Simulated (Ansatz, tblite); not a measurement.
# Ge(eta1-allyl)H3 (C₃H₈Ge): rung by rung

An exercise on one series of results from a longer session: the logs are not shown, and one member is left open.

Computed with Ansatz 0.2.0, Gaussian basis. Level: as each input shows.

Plan: GFN1-xTB, GFN2-xTB, PBE-D4/def2-TZVP, r2SCAN-D4/def2-TZVP, LC-ωPBE/def2-TZVP, B97M-V/def2-TZVP, r2SCAN0-D4/def2-TZVP, PBE-D4/def2-SVP, PBE0-D4/def2-SVP, HF/STO-3G, CCSD(T)/def2-SVP, MP2/def2-TZVP.

2 further runs of the same task are left out: 2 set aside as unsound or not needed.

## The relaxed structure

The singlet was relaxed beforehand with r2SCAN-D4/def2-SVP.

12 atoms, charge 0, spin multiplicity 1.

Bond lengths: C1–C2 1.492 Å, C1–Ge4 1.975 Å, C1–H5 1.104 Å, C1–H6 1.102 Å, C2–C3 1.340 Å, C2–H7 1.100 Å, C3–H8 1.096 Å, C3–H9 1.093 Å, Ge4–H10 1.538 Å, Ge4–H11 1.536 Å, Ge4–H12 1.539 Å. Angles: C2–C1–Ge4 111.5°, C2–C1–H5 111.4°, C2–C1–H6 111.5°, Ge4–C1–H5 106.7°, Ge4–C1–H6 107.7°, H5–C1–H6 107.8°, C1–C2–C3 125.6°, C1–C2–H7 116.0°, C3–C2–H7 118.4°, C2–C3–H8 121.4°, C2–C3–H9 121.3°, H8–C3–H9 117.3°, C1–Ge4–H10 109.5°, C1–Ge4–H11 109.4°, C1–Ge4–H12 110.1°, H10–Ge4–H11 109.1°, H10–Ge4–H12 109.1°, H11–Ge4–H12 109.6°.

PBE0-D4/def2-TZVP was run before; its log isn't repeated, and its numbers join the tables.

Set-up of the first run:

Tight binding, by tblite at 300 K electronic temperature and without a spin-polarisation term:

```python
tblite.interface.Calculator('GFN1-xTB', numbers, positions, charge=0, uhf=0).singlepoint()
```

Tight binding, by tblite at 300 K electronic temperature and without a spin-polarisation term:

```python
tblite.interface.Calculator('GFN2-xTB', numbers, positions, charge=0, uhf=0).singlepoint()
```

start.molden holds the orbitals of an earlier run on this state, given as this run's starting guess.

in.yaml reads:

```yaml
crystal:
  periodic: [false, false, false]
  atoms:
    - {symbol: C, position_ang: [-0.078085, -0.778710, 0.305034]}
    - {symbol: C, position_ang: [0.511901, 0.458961, 0.893559]}
    - {symbol: C, position_ang: [-0.174051, 1.438000, 1.499547]}
    - {symbol: Ge, position_ang: [-0.079455, -0.713883, -1.668960]}
    - {symbol: H, position_ang: [0.498040, -1.675218, 0.591805]}
    - {symbol: H, position_ang: [-1.118926, -0.926473, 0.636967]}
    - {symbol: H, position_ang: [1.600239, 0.572695, 0.784493]}
    - {symbol: H, position_ang: [-1.260222, 1.376647, 1.633111]}
    - {symbol: H, position_ang: [0.328791, 2.329259, 1.884698]}
    - {symbol: H, position_ang: [1.350125, -0.460249, -2.176377]}
    - {symbol: H, position_ang: [-0.991433, 0.428196, -2.141839]}
    - {symbol: H, position_ang: [-0.586944, -2.049246, -2.242049]}
basis:
  gaussian: {orbitals: def2-TZVP, initial_orbitals: start.molden}
hamiltonian: {xc: pbe, dispersion: d4}
scf: {omitted_lower_state_checks: [starts]}
output: {forces: true, orbitals: {seedname: orbitals}}
```

Launch:

```
ansatz run in.yaml --threads 2 --pin off --events-out ev --progress --plain --max-ram 4352MiB
```

Among the steps run: PBE-D4/def2-TZVP; r2SCAN-D4/def2-TZVP; LC-ωPBE/def2-TZVP; B97M-V/def2-TZVP; r2SCAN0-D4/def2-TZVP; PBE-D4/def2-SVP; PBE0-D4/def2-SVP; HF/STO-3G; CCSD(T)/def2-SVP; MP2/def2-TZVP.

One table of the session follows, with a row left open; its other results are not shown here.

It belongs to the step «Binding energy». 

| method | binding an atom (eV) |
| --- | --- |
| HF/STO-3G | 3.698 |
| HF/def2-SVP | 2.856 |
| HF/def2-TZVP | 2.815 |
| PBE-D4/def2-SVP | 3.822 |
| PBE-D4/def2-TZVP | 3.798 |
| r2SCAN-D4/def2-TZVP | 3.758 |
| B97M-V/def2-TZVP | 3.768 |
| PBE0-D4/def2-SVP | 3.787 |
| PBE0-D4/def2-TZVP | 3.758 |
| r2SCAN0-D4/def2-TZVP | 3.721 |
| LC-ωPBE/def2-TZVP | 3.729 |
| MP2/def2-SVP | 3.604 |
| MP2/def2-TZVP | ? |
| CCSD/def2-SVP | 3.568 |
| CCSD(T)/def2-SVP | 3.603 |

Estimate the missing values for MP2/def2-TZVP.

The run gave: binding an atom (eV): 3.645. In the column «binding an atom (eV)» it lies between MP2/def2-SVP (3.604) and HF/STO-3G (3.698).

MP2/def2-TZVP (3.4 s, +0.042 eV).

Caveats from the session: Free atoms were run apart at each level; binding is atoms less cluster, divided by the number of atoms, without zero-point or spin-orbit terms.
